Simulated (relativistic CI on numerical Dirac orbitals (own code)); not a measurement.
# Cd²⁷⁺: how the levels respond to the fine-structure constant and the nuclear radius

Aim: the factor q = dE/dx of each excitation energy, x = (α/α0)² − 1, by finite differences, and the field-shift factor by the mean square nuclear radius, for the lowest 30 levels.

Program: relativistic CI on numerical Dirac orbitals (own code) version 2. Level of theory: Dirac-Coulomb-Breit CI, KLI orbitals optimised for each configuration, derivatives by finite differences. These are calculated values, not measurements, unless marked.

### Step 1. The atom as given

```
ion                 : Cd²⁷⁺ (Cd XXVIII)
nuclear charge      : 48
electrons           : 21
isotope             : A = 114
first configuration : [Ar] 3d3
```

The outer shells:

[Ar] 3d3
```
[Ar] core
3d [↑ ][↑ ][↑ ][  ][  ]
```

### Step 2. The run

Input settings:

```ini
atom Cd  Z=48  charge=27  electrons=21
nucleus A=114  rms_radius_fm=4.6087
hamiltonian dirac-coulomb  breit=on  qed=off  c_scale=1
orbitals kli  potential=per-configuration
slater_scale 1
correlation none
mixing on
configurations
  [Ar] 3d3
  [Ne] 3s2 3p5 3d4
  [Ne] 3s 3p6 3d4
  [Ne] 3p6 3d5
  [Ar] 3d2 4s
  [Ar] 3d2 4p
  [Ar] 3d2 4d
  [Ar] 3d2 4f
end
derivatives alpha2 +-0.01 radius +-1%
```

Before running it: what results should come out? Wanted: lowest level; largest q in size, lowest 30 levels; largest K in size within the lowest configuration; largest field-shift factor among them.

**Answer**, as computed:

| quantity | value |
| --- | --- |
| lowest level | 3d3 4F3/2 |
| largest q in size, lowest 30 levels | 173500 cm⁻¹ (3d3 [3d5/2^3] J=3/2) |
| largest K in size within the lowest configuration | 2.71 (3d3 4F5/2) |
| largest field-shift factor among them | 3.53 GHz/fm² (3p5 3d4 6F°11/2) |

What this shows: Among these levels the largest q belongs to 3d3 [3d5/2^3] J=3/2, within the lowest configuration. The fine-structure partner 4F5/2 has K = 2.71, away from the 2 of a pure α² interval, since levels mix. K = 2q/E, the relative sensitivity of a level, hangs on the computed energy: between configurations that lie close it can be off by a factor of several.
